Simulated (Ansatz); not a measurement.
# GeP (quartet): the correlation ladder, cc-pVTZ

Aim: climb from Hartree-Fock through coupled cluster and multireference methods for GeP (quartet) at one geometry and basis, and see what each rung misses.

Program: Ansatz 0.2.0, Gaussian basis. Level of theory: cc-pVTZ, core rule «outside noble gas», up to 19 orbitals frozen. These are calculated values, not measurements.

The runs, in order: UHF; CCSD(T) on ROHF; CCSD(T) on UHF; BCCD(T) on ROHF; CISD as a restricted active space (open shells left free, so some higher excitations enter); CCSDT(Q) on ROHF; CCSDT(Q) on UHF; CASSCF and MRCISD+Q, 9 electrons in 8 orbitals; CASSCF and NEVPT2, 9 electrons in 8 orbitals.

16 further runs of the same task are left out: 5 that didn't finish, 11 set aside as unsound or not needed. Runs told in other sessions of the task aren't counted.

## (1) The system

The geometry is a PBE0/def2-TZVP stationary point (not a proven minimum). No spin-orbit coupling is included. The filled d shell of Ge may be among the frozen orbitals whatever the setting's name suggests.

2 atoms, charge 0, spin multiplicity 4.

Atoms are counted from 1 here; the program's logs count them from 0.

Bond lengths: Ge1–P2 2.428 Å.

As a file:

```xyz
2
charge 0, multiplicity 4
Ge    0.0000    0.0000    0.0000
P     0.0000    0.0000    2.4277
```

## (2) UHF

in.yaml

```yaml
crystal:
  periodic: [false, false, false]
  atoms:
    - {symbol: Ge, position_ang: [0.000000, 0.000000, 0.000000]}
    - {symbol: P, position_ang: [0.000000, 0.000000, 2.427700]}
basis:
  gaussian: {orbitals: cc-pVTZ}
magnetization: {spin_polarized: true, initial_magnetization: 3}
hamiltonian: {xc: hf}
output: {orbitals: {seedname: orbitals}}
```

On the command line:

```sh
$ ansatz run in.yaml --threads 1 --pin off --events-out ev --progress --plain --max-ram 2393MiB
```

After this run come: CCSD(T) on ROHF; CCSD(T) on UHF; BCCD(T) on ROHF; CISD as a restricted active space (open shells left free, so some higher excitations enter); CCSDT(Q) on ROHF; CCSDT(Q) on UHF; CASSCF and MRCISD+Q, 9 electrons in 8 orbitals; CASSCF and NEVPT2, 9 electrons in 8 orbitals.

**Question.** What will the summary of the whole plan be? Wanted: UCCSDT(Q) from the RHF energy; RMP2 from UCCSDT(Q); UMP2 from UCCSDT(Q); RCCSD from UCCSDT(Q); RCCSD(T) from UCCSDT(Q); UCCSD(T) from UCCSDT(Q); RCCSDT(Q) from UCCSDT(Q); NEVPT2 valence from UCCSDT(Q); MRCISD+Q valence from UCCSDT(Q).

As calculated:

| quantity | value |
| --- | --- |
| UCCSDT(Q) from the ROHF energy | -5.8785 eV |
| RMP2 from UCCSDT(Q) | +27.25 kcal/mol |
| UMP2 from UCCSDT(Q) | +28.74 kcal/mol |
| RCCSD from UCCSDT(Q) | +7.51 kcal/mol |
| RCCSD(T) from UCCSDT(Q) | +1.49 kcal/mol |
| UCCSD(T) from UCCSDT(Q) | +1.42 kcal/mol |
| RCCSDT(Q) from UCCSDT(Q) | +0.13 kcal/mol |
| NEVPT2 valence from UCCSDT(Q) | +27.16 kcal/mol |
| MRCISD+Q valence from UCCSDT(Q) | +2.00 kcal/mol |
| levels within 1 kcal/mol (43 meV) | RCCSDT, UCCSDT, RCCSDT(Q) |
| T1 diagnostic | 0.025 |
| effectively unpaired electrons | 3.03 |

**Reading.** RCCSD(T) misses by +1.49 kcal/mol, 1.1 % of the correlation energy. One determinant dominates. Of the multireference levels listed MRCISD+Q valence comes nearest in total energy (+2.00 kcal/mol), which doesn't show that its space is the better one. These misses are within one basis, not against nature; the frozen cores of restricted and unrestricted runs differ, which can shift their rows.

With open shells the CI space here admits some higher excitations, so it is larger than plain CISD.
